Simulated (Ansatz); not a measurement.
# Al5HRh: the cost of one run

Method: DFT PBE, scalar-relativistic, plane waves, PAW, in Ansatz 0.2.0.

## 1. The starting structure

The structure is tetragonal, space group P4/mmm (No. 123). The conventional cell has a = 3.766 Å, b = 3.766 Å, c = 6.562 Å, α = 90.00°, β = 90.00°, γ = 90.00°. Al (site symmetry 4/mmm) is surrounded by 4 Rh at 2.66 Å and 8 Al at 2.70 Å. Al (site symmetry 2mm) has 2 H at 2.31 Å in its first shell of neighbours. H (site symmetry 4/mmm) is surrounded by 8 Al at 2.31 Å. Rh (site symmetry 4/mmm) is surrounded by 12 Al at 2.66 to 2.70 Å.

Structure file:

```
CELL_PARAMETERS angstrom
3.76594 0.00000 0.00000
0.00000 3.76594 0.00000
0.00000 0.00000 6.56171
ATOMIC_POSITIONS crystal
Al 0.00000 0.00000 0.00000
Al 0.50000 0.00000 0.70479
Al 0.00000 0.50000 0.70479
Al 0.50000 0.00000 0.29521
Al 0.00000 0.50000 0.29521
H 0.00000 0.00000 0.50000
Rh 0.50000 0.50000 0.00000
```

Recipe of the guess: species swapped into a database cell of SiSnPd5 (P4/mmm, No. 123), with H on the Si sites, Rh on the Sn sites and Al on the Pd sites. Its size is a rough estimate.

## 2. The guess as it stands, on a coarse mesh

Input file input.yaml:

```yaml
crystal:
  lattice:
    - [3.76593701, 0.0, 0.0]
    - [0.0, 3.76593701, 0.0]
    - [0.0, 0.0, 6.56171235]
  atoms:
    - { symbol: Al, position: [0.0, 0.0, 0.0] }
    - { symbol: Al, position: [0.5, 0.0, 0.70478517] }
    - { symbol: Al, position: [0.0, 0.5, 0.70478517] }
    - { symbol: Al, position: [0.5, 0.0, 0.29521483] }
    - { symbol: Al, position: [0.0, 0.5, 0.29521483] }
    - { symbol: H, position: [0.0, 0.0, 0.5] }
    - { symbol: Rh, position: [0.5, 0.5, 0.0] }
basis:
  ecutwfc: 420
kpoints:
  mp_grid: { grid: [4, 4, 4] }
hamiltonian:
  xc: pbe
scf:
  occupations: { method: gaussian, width: 0.1 }
  lower_state_search: "off"
output:
  forces: true
  stress: true
  eigenvalues: true
```

Started as:

```sh
> ansatz run input.yaml --threads 1 --pin off --max-ram 2560MiB --backend cpu --events-out ev --progress --plain --runs-dir out
```

Q: Estimate wall time and peak memory on 1 thread of Arm Neoverse N1, shared host.

About 4.7 s, with a peak of 0.33 GiB.
